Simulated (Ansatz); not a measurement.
**GeNH2+ (triplet): wave-function methods side by side, cc-pVDZ**

An exercise on one series of results from a longer session: the logs are not shown, and one member is left open.

Method: cc-pVDZ, core rule «outside noble gas», up to 15 orbitals frozen; program: Ansatz 0.2.0, Gaussian basis.

Plan: UHF; CCSD(T) on ROHF; CCSD(T) on UHF; BCCD(T) on ROHF; CISD; CCSDT(Q) on ROHF; CCSDT(Q) on UHF; CASSCF and MRCISD+Q, 10 electrons in 10 orbitals; CASSCF and NEVPT2, 10 electrons in 10 orbitals.

23 further runs of the same task are left out: 2 for a known fault of the program, 9 that didn't finish, 12 set aside as unsound or not needed.

**The system**

The geometry is a PBE0/def2-TZVP stationary point (not a proven minimum) of the parent state, kept for this charge and spin. No spin-orbit coupling is included. The filled d shell of Ge may be among the frozen orbitals whatever the setting's name suggests; the logs give the count.

4 atoms, charge 1, spin multiplicity 3.

Atoms are counted from 1 here; the program's logs count them from 0.

Bond lengths: Ge1–N2 1.931 Å, Ge1–H3 1.558 Å, N2–H4 1.027 Å. Angles: N2–Ge1–H3 110.8°, Ge1–N2–H4 110.3°.

Set-up of the first run:

in.yaml

```yaml
crystal:
  periodic: [false, false, false]
  atoms:
    - {symbol: Ge, position_ang: [0.002496, 0.044611, 0.321966]}
    - {symbol: N, position_ang: [-0.074202, -0.171566, -1.595492]}
    - {symbol: H, position_ang: [0.284433, -1.318092, 1.022012]}
    - {symbol: H, position_ang: [0.566824, 0.487213, -2.053874]}
basis:
  gaussian: {orbitals: cc-pVDZ}
total_charge: 1
magnetization: {spin_polarized: true, initial_magnetization: 2}
hamiltonian: {xc: hf}
output: {orbitals: {seedname: orbitals}}
```

On the command line:

```
> ansatz run in.yaml --threads 1 --pin off --events-out ev --progress --plain --max-ram 2393MiB
```

Steps of the session up to this table: UHF; CCSD(T) on ROHF; CCSD(T) on UHF; BCCD(T) on ROHF; CISD; CCSDT(Q) on ROHF; CCSDT(Q) on UHF; CASSCF and MRCISD+Q, 10 electrons in 10 orbitals; CASSCF and NEVPT2, 10 electrons in 10 orbitals.

One table of the session follows, with a row left open; its other results are not shown here.

| method | from UCCSDT(Q) (kJ/mol) |
| --- | --- |
| ROHF | +637.6 |
| UHF | +595.1 |
| RMP2 | +107.6 |
| UMP2 | +121.2 |
| RCCSD | +25.0 |
| UCCSD | +22.0 |
| RCCSD(T) | ? |
| UCCSD(T) | +5.6 |
| BCCD(T) | +5.5 |
| RCCSDT | +2.1 |
| UCCSDT | +1.6 |
| RCCSDT(Q) | +0.4 |
| UCCSDT(Q) | 0 |
| CASSCF valence | +361.7 |
| NEVPT2 valence | +86.4 |
| MRCISD valence | +24.1 |
| MRCISD+Q valence | +5.8 |

**Question.** Estimate the row for RCCSD(T).

**Answer.** from UCCSDT(Q) (kJ/mol): +5.2. In the column «from UCCSDT(Q) (kJ/mol)» it lies between RCCSDT (+2.1) and BCCD(T) (+5.5).

Among the levels timed on like hardware and quicker than the yardstick, those that no quicker one beats, quickest first: UCCSD(T) (13 s, +5.6 kJ/mol); RCCSD(T) (13 s, +5.2 kJ/mol); RCCSDT(Q) (61 s, +0.4 kJ/mol).

Not comparable, so not listed: CISD (they don't share determinant, frozen orbitals or solution with the rows shown, or repeat one).

To keep in mind: Of the multireference levels listed MRCISD+Q valence comes nearest in total energy (+5.8 kJ/mol), which doesn't show that its space is the better one. Restricted and unrestricted rows rest on different reference determinants; where their highest levels disagree by more than a few hundredths of an eV, they describe different states and don't form one ladder.
